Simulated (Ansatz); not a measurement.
# Titanium, bcc under r²SCAN: ground state and equation of state

What does r²SCAN give for titanium in the bcc structure? We relax it, solve it on a dense k-mesh, switch on spin-orbit coupling, then scale the cell to 7 volumes from 88 to 112 % of the relaxed one and try a fit of the equation of state. The k-meshes are 13×13×13 for the relaxation; 22×22×22 for the dense run; 14×14×14 for spin-orbit coupling; 15×15×15 for the volumes.

This is Ti in the bcc structure; at room conditions it is hcp.

Program: Ansatz 0.2.0. Level of theory: DFT r2SCAN, plane waves (500 eV) with PAW, scalar-relativistic; the PAW data stem from PBE, with regenerated cores. These are calculated values, not measurements.

## (1) The system as given

The structure is cubic, space group Im-3m (No. 229). Conventional cell: a = 3.281 Å, b = 3.281 Å, c = 3.281 Å, α = 90.00°, β = 90.00°, γ = 90.00°. Ti (site symmetry m-3m) has 8 Ti at 2.84 Å as nearest neighbours.

Coordinates:

```
Ti
1.0
    -1.64045    1.64045    1.64045
     1.64045   -1.64045    1.64045
     1.64045    1.64045   -1.64045
Ti
1
Direct
  0.00000 0.00000 0.00000
```

## (2) Geometry optimisation

Input file input.yaml:

```yaml
crystal:
  lattice:
    - [-1.6404466475, 1.6404466475, 1.6404466475]
    - [1.6404466475, -1.6404466475, 1.6404466475]
    - [1.6404466475, 1.6404466475, -1.6404466475]
  atoms:
    - { symbol: Ti, position: [0.0, 0.0, 0.0] }
hamiltonian:
  xc: r2scan
  pseudopotentials:
    kind: paw
    azcp:
      Ti: "pseudopotentials/Ti.paw.azcp"
basis:
  ecutwfc: 500
  fft_grid_basis: typed
kpoints:
  mp_grid: { grid: [13, 13, 13], shift: [0, 0, 0] }
magnetization:
  spin_polarized: false
scf:
  occupations: { method: fermi_dirac, width: 0.1 }
relax:
  max_steps: 60
  f_tol: 0.01
  cell: {}
output:
  write_density: true
  write_potential: true
  elf: true
  volumetric_format: npy
```

On the command line:

```
$ ansatz run input.yaml --threads 1 --pin off --max-ram 3584MiB --backend cpu --events-out ev --progress --plain --runs-dir out
```

After this run come: Single point on a dense mesh; With spin-orbit coupling; At 88 % of the relaxed volume; At 92 % of the relaxed volume; At 96 % of the relaxed volume; At 100 % of the relaxed volume; At 104 % of the relaxed volume; At 108 % of the relaxed volume; At 112 % of the relaxed volume.

Q: Predict the outcome of this session. Wanted: space group; conventional cell; volume; shortest distance; gap on the mesh; relative to hcp; highest ELF outside the cores; V₀, B₀, B₀′.

As calculated:

```
                      quantity                               value
space group (spins left aside)                     Im-3m (No. 229)
             conventional cell                         a = 3.256 Å
                        volume                      17.264 Å³/atom
             shortest distance                             2.820 Å
               gap on the mesh        none (levels filled in part)
               relative to hcp                       +137 meV/atom
 highest ELF outside the cores  0.63, 1.78 Å from the nearest atom
                   V₀, B₀, B₀′        17.195 Å³/atom, 111 GPa, 3.2
```

From the guessed start the volume shrank by 2.2 % in 5 steps. Against the reference form of titanium (hcp, computed apart with the same settings) it stands 137 meV/atom higher. No gap shows: it is a metal or semimetal at this level. The total energy of the spin-orbit run lies +0.77 eV/atom from the scalar one, but the two kinds of run don't share a zero of energy: only differences within one kind count. B₀ comes out at 111 GPa. Relaxation kept the symmetry; phonons were not checked.
